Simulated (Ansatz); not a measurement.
**SnH2Cl radical: functionals against CCSD(T) at one geometry**

The task here is to estimate one member of a computed series from the others.

Computed with Ansatz 0.2.0, Gaussian basis. Level: single points in def2-TZVPP.

Correlated methods freeze the cores. Filled d shells of the heavier atoms are correlated. Core potentials replace the inner electrons past krypton, and spin-orbit coupling is left out. Orbitals are unrestricted.

## Where the work starts

SMILES `[Cl][SnH2]`, 4 atoms, charge 0, spin multiplicity 2.

Atoms are counted from 1 here; the program's logs count them from 0.

Bond lengths: Cl1–Sn2 2.308 Å, Sn2–H3 2.116 Å, Sn2–H4 1.874 Å. Angles: Cl1–Sn2–H3 98.6°, Cl1–Sn2–H4 105.8°, H3–Sn2–H4 97.9°.

As a file:

```
atom     x (Å)     y (Å)     z (Å)
 Cl1  -1.90500   0.30340  -0.44600
 Sn2   0.36000  -0.12690  -0.54230
  H3   0.49330  -1.48680   1.07370
  H4   1.19350   1.33620   0.28120
```

Set-up of the first run:

run/in.yaml

```yaml
crystal:
  periodic: [false, false, false]
  atoms:
    - {symbol: Cl, position_ang: [-1.905000, 0.303400, -0.446000]}
    - {symbol: Sn, position_ang: [0.360000, -0.126900, -0.542300]}
    - {symbol: H, position_ang: [0.493300, -1.486800, 1.073700]}
    - {symbol: H, position_ang: [1.193500, 1.336200, 0.281200]}
basis:
  gaussian: {orbitals: def2-TZVPP}
magnetization: {spin_polarized: true, initial_magnetization: 1}
correlation: {method: ccsd_t}
scf: {omitted_lower_state_checks: [cluster_reference]}
output: {forces: true}
```

The command line of these runs was not kept.

Steps of the session up to this table: CCSD(T)/def2-TZVPP; PBE0-D4/def2-TZVPP; wB97M-V/def2-TZVPP; r2SCAN-D4/def2-TZVPP; PBE-D4/def2-TZVPP; LC-wPBE/def2-TZVPP; BLYP-D4/def2-TZVPP.

One of the session's tables, all rows but one given; the rest of the session is left out.

```
   method  RMS force component (eV/Å)  angle to CCSD(T) forces (°)  dipole (D)
  CCSD(T)                       1.175                    reference        2.30
  PBE0-D4                       1.095                          2.2        2.29
  wB97M-V                           ?                            ?           ?
r2SCAN-D4                       1.078                          4.3        2.21
   PBE-D4                       0.991                         11.8        2.08
  LC-wPBE                       1.285                          6.7        2.47
  BLYP-D4                       0.976                         21.7        2.09
```

Q: Estimate the row for wB97M-V from the others.

As computed: RMS force component (eV/Å): 1.196; angle to CCSD(T) forces (°): 0.8; dipole (D): 2.37. In the column «RMS force component (eV/Å)» it lies between CCSD(T) (1.175) and LC-wPBE (1.285).
